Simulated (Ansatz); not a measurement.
# NaTl: equal strain of all cell vectors

The task here is to estimate one member of a computed series from the others.

Method: DFT r2SCAN, scalar-relativistic, plane waves, PAW, in Ansatz 0.2.0.

2 further runs of the same task are left out: 2 set aside as unsound or not needed.

## The system as given

It takes space group Fd-3m (No. 227, cubic). The conventional cell has a = 7.492 Å, b = 7.492 Å, c = 7.492 Å, α = 90.00°, β = 90.00°, γ = 90.00°. Around Na (site symmetry -43m) lie 4 Na at 3.24 Å and 4 Tl at 3.24 Å. Tl (site symmetry -43m) has 4 Na at 3.24 Å and 4 Tl at 3.24 Å in its first shell of neighbours.

As a file:

```cif
data_structure
_symmetry_space_group_name_H-M 'P 1'
_symmetry_Int_Tables_number 1
_cell_length_a 5.2977
_cell_length_b 5.2977
_cell_length_c 5.2977
_cell_angle_alpha 60.000
_cell_angle_beta 60.000
_cell_angle_gamma 60.000
_cell_volume 105.14
loop_
_atom_site_label
_atom_site_type_symbol
_atom_site_fract_x
_atom_site_fract_y
_atom_site_fract_z
_atom_site_occupancy
Na1 Na 0.50000 0.50000 0.50000 1
Na2 Na 0.75000 0.75000 0.75000 1
Tl1 Tl 0.00000 0.00000 0.00000 1
Tl2 Tl 0.25000 0.25000 0.25000 1
```

This cell was relaxed beforehand with the same method: volume 26.28 Å³/atom, gap on the mesh none (metal).

The unstrained cell was computed beforehand with the same settings: E(σ→0) = -25895.0642 eV for 4 atoms, gap none (metal).

Set-up of the first run:

Input file input.yaml:

```yaml
crystal:
  lattice:
    - [0.0, 3.7085878276, 3.7085878276]
    - [3.7085878276, 0.0, 3.7085878276]
    - [3.7085878276, 3.7085878276, 0.0]
  atoms:
    - { symbol: Na, position: [0.5, 0.5, 0.5] }
    - { symbol: Na, position: [0.75, 0.75, 0.75] }
    - { symbol: Tl, position: [0.0, 0.0, 0.0] }
    - { symbol: Tl, position: [0.25, 0.25, 0.25] }
basis:
  ecutwfc: 500
kpoints:
  mp_grid: { grid: [12, 12, 12] }
hamiltonian:
  xc: r2scan
scf:
  occupations: { method: gaussian, width: 0.1 }
output:
  forces: true
  stress: true
  eigenvalues: true
```

Command:

```
ansatz run input.yaml --threads 1 --pin off --max-ram 2560MiB --backend cpu --events-out ev --progress --plain --runs-dir out
```

Among the steps run: Strain -1.0 %; At +1.0 %; At -2.0 %; At +2.0 %; The cell strained by -3.0 %; Strain +3.0 %.

One of the session's tables, all rows but one given; the rest of the session is left out.

Lengths are those of the vectors of the cell that was run; stresses in GPa:

| strain (%) | ΔE (meV/atom) | a (Å) | b (Å) | c (Å) |
| --- | --- | --- | --- | --- |
| -3.0 | 17.0 | 5.139 | 5.139 | 5.139 |
| -2.0 | 7.1 | 5.192 | 5.192 | 5.192 |
| -1.0 | 1.6 | 5.245 | 5.245 | 5.245 |
| +0.0 | 0.0 | 5.298 | 5.298 | 5.298 |
| +1.0 | 1.9 | 5.351 | 5.351 | 5.351 |
| +2.0 | ? | ? | ? | ? |
| +3.0 | 14.5 | 5.457 | 5.457 | 5.457 |

**Question.** Estimate the row for strain (%) = +2.0.

Worked estimate for «ΔE (meV/atom)». A straight line through the neighbours (1.0, 1.9) and (3.0, 14.5) gives 1.9 + (14.5 − 1.9) × (2.0 − 1.0) / (3.0 − 1.0) = 8.2; a parabola fitted to 3 rows on both sides gives 6.7.

As computed: ΔE (meV/atom): 6.8; a (Å): 5.404; b (Å): 5.404; c (Å): 5.404. In «ΔE (meV/atom)» the line misses by +1.4 and the parabola by -0.1.

ΔE is over the unstrained cell. Stress in GPa, positive in compression, on the Cartesian axes of the input. 
